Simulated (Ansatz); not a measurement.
# GaH3O3: the cost of one run

Method: unrestricted cation, the program's frozen cores in correlated methods; program: Ansatz 0.2.0, Gaussian basis.

Plan: UKS PBE-D4/def2-TZVPP; UKS r2SCAN-D4/def2-TZVPP; UKS PBE0-D4/def2-TZVPP; UKS B3LYP-D4/def2-TZVPP; UKS wB97X-V/def2-TZVPP; UKS wB97M-V/def2-TZVPP; UKS B2PLYP/def2-TZVPP; UHF-CCSD(T)/def2-TZVPP; UHF-MP2/def2-QZVPP; extrapolation to the limit; then −ε(HOMO) from the neutral's earlier runs with LDA (SPW92), PBE-D4, revPBE-D4, BLYP-D4, r2SCAN-D4, B97M-V, PBE0-D4, B3LYP-D4, r2SCANh-D4, r2SCAN0-D4, HSE06-D4, BHLYP-D4, CAM-B3LYP-D4, LC-ωPBE, ωB97X-V, ωB97M-V.

## (1) The geometry

All runs share one geometry, relaxed beforehand with PBE0-D4 in a triple-zeta def2 set.

SMILES `[OH][Ga]([OH])[OH]`, 7 atoms, charge 0, spin multiplicity 1.

Atoms are counted from 1 here; the program's logs count them from 0.

Bond lengths: O1–Ga2 1.774 Å, O1–H5 0.960 Å, Ga2–O3 1.774 Å, Ga2–O4 1.774 Å, O3–H6 0.960 Å, O4–H7 0.960 Å. Angles: Ga2–O1–H5 113.2°, O1–Ga2–O3 120.0°, O1–Ga2–O4 120.0°, O3–Ga2–O4 120.0°, Ga2–O3–H6 113.2°, Ga2–O4–H7 113.2°.

## (2) Cation, UKS PBE-D4/def2-TZVPP

Input file in.yaml:

```yaml
crystal:
  periodic: [false, false, false]
  atoms:
    - {symbol: O, position_ang: [-1.282245, 0.423372, -1.150545]}
    - {symbol: Ga, position_ang: [0.000012, -0.000557, -0.000096]}
    - {symbol: O, position_ang: [-0.419749, -0.539610, 1.637166]}
    - {symbol: O, position_ang: [1.702124, 0.116265, -0.486562]}
    - {symbol: H, position_ang: [-2.164880, 0.325510, -0.786198]}
    - {symbol: H, position_ang: [0.347634, -0.742672, 2.176854]}
    - {symbol: H, position_ang: [1.817103, 0.417681, -1.390619]}
basis:
  gaussian: {orbitals: def2-TZVPP}
total_charge: 1
magnetization: {spin_polarized: true, initial_magnetization: 1}
hamiltonian: {xc: pbe, dispersion: d4}
```

On the command line:

```
ansatz run in.yaml --threads 2 --pin off --events-out ev --progress --plain --max-ram 32768MiB --backend cpu
```

**Question.** How long does this run take on 2 threads of AMD EPYC 7R13, shared host, and how much memory does it need?

About 20 s, with a peak of 0.48 GiB.
